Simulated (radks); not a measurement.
**Fractional charge and spin in the 3p shell of argon**

Aim: the energy as the spin-up occupation of 3p runs from 2 to 3 and the spin-down one from 2 to 3, against the two flat planes that join the four corners. Added charge counts from the emptiest corner (up 2, down 2).

Method: scalar-relativistic Kohn-Sham, SCAN, spin-polarised, spherical densities, finite nucleus. Code: radks (a radial shooting solver on a logarithmic mesh, Libxc functionals) version 1.

### 1 What is computed

```
element            : argon (Z = 18)
configuration      : [Ne] 3s2 3p(up 3, down 3)
nuclear rms radius : 3.4274 fm
```

A shell typed twice in an input gives spin up, then spin down.

### 2 3p: up 3, down 3

Input:

```text
Z 18
configuration [Ne] 3s2 3p3 3p3
relativity scalar-relativistic
functional scan,scan
spin polarised
nucleus finite rms 3.4274 fm
c 137.035999084
```

### 3 3p: up 3, down 2.75

Input:

```text
Z 18
configuration [Ne] 3s2 3p3 3p2.75
relativity scalar-relativistic
functional scan,scan
spin polarised
nucleus finite rms 3.4274 fm
c 137.035999084
```

### 4 3p: up 3, down 2.5

Input:

```text
Z 18
configuration [Ne] 3s2 3p3 3p2.5
relativity scalar-relativistic
functional scan,scan
spin polarised
nucleus finite rms 3.4274 fm
c 137.035999084
```

### 5 3p: up 3, down 2.25

Input:

```text
Z 18
configuration [Ne] 3s2 3p3 3p2.25
relativity scalar-relativistic
functional scan,scan
spin polarised
nucleus finite rms 3.4274 fm
c 137.035999084
```

### 6 3p: up 3, down 2

Input:

```text
Z 18
configuration [Ne] 3s2 3p3 3p2
relativity scalar-relativistic
functional scan,scan
spin polarised
nucleus finite rms 3.4274 fm
c 137.035999084
```

### 7 3p: up 2.75, down 2.75

Input:

```text
Z 18
configuration [Ne] 3s2 3p2.75 3p2.75
relativity scalar-relativistic
functional scan,scan
spin polarised
nucleus finite rms 3.4274 fm
c 137.035999084
```

### 8 3p: up 2.75, down 2.5

Input:

```text
Z 18
configuration [Ne] 3s2 3p2.75 3p2.5
relativity scalar-relativistic
functional scan,scan
spin polarised
nucleus finite rms 3.4274 fm
c 137.035999084
```

### 9 3p: up 2.75, down 2.25

Input:

```text
Z 18
configuration [Ne] 3s2 3p2.75 3p2.25
relativity scalar-relativistic
functional scan,scan
spin polarised
nucleus finite rms 3.4274 fm
c 137.035999084
```

### 10 3p: up 2.75, down 2

Input:

```text
Z 18
configuration [Ne] 3s2 3p2.75 3p2
relativity scalar-relativistic
functional scan,scan
spin polarised
nucleus finite rms 3.4274 fm
c 137.035999084
```

### 11 3p: up 2.5, down 2.5

Input:

```text
Z 18
configuration [Ne] 3s2 3p2.5 3p2.5
relativity scalar-relativistic
functional scan,scan
spin polarised
nucleus finite rms 3.4274 fm
c 137.035999084
```

### 12 3p: up 2.5, down 2.25

Input:

```text
Z 18
configuration [Ne] 3s2 3p2.5 3p2.25
relativity scalar-relativistic
functional scan,scan
spin polarised
nucleus finite rms 3.4274 fm
c 137.035999084
```

### 13 3p: up 2.5, down 2

Input:

```text
Z 18
configuration [Ne] 3s2 3p2.5 3p2
relativity scalar-relativistic
functional scan,scan
spin polarised
nucleus finite rms 3.4274 fm
c 137.035999084
```

### 14 3p: up 2.25, down 2.25

Input:

```text
Z 18
configuration [Ne] 3s2 3p2.25 3p2.25
relativity scalar-relativistic
functional scan,scan
spin polarised
nucleus finite rms 3.4274 fm
c 137.035999084
```

### 15 3p: up 2.25, down 2

Input:

```text
Z 18
configuration [Ne] 3s2 3p2.25 3p2
relativity scalar-relativistic
functional scan,scan
spin polarised
nucleus finite rms 3.4274 fm
c 137.035999084
```

### 16 3p: up 2, down 2

Input:

```text
Z 18
configuration [Ne] 3s2 3p2 3p2
relativity scalar-relativistic
functional scan,scan
spin polarised
nucleus finite rms 3.4274 fm
c 137.035999084
```

Q: Predict the outcome of this session. Wanted: for each run, down \ up; 2; 2.25; 2.5; 2.75; 3.

As calculated:

```tsv
down \ up	2	2.25	2.5	2.75	3
2	0.000	-1.181	-1.567	-1.180	0.000
2.25	-1.181	-1.490	-0.988	0.244	-1.050
2.5	-1.567	-0.988	0.331	-0.882	-1.379
2.75	-1.180	0.244	-0.882	-1.316	-1.022
3	0.000	-1.050	-1.379	-1.022	0.000
```

The table gives the energy in eV minus the planes, whose edge runs along up + down = one added electron; mirror points follow by spin symmetry. With half an added electron in each spin it lies 0.33 eV above the planes. With half an electron added in spin up alone it lies 1.57 eV below them. The planes are only a guide here: the condition holds for ground states with one frontier orbital, and this shell is degenerate.
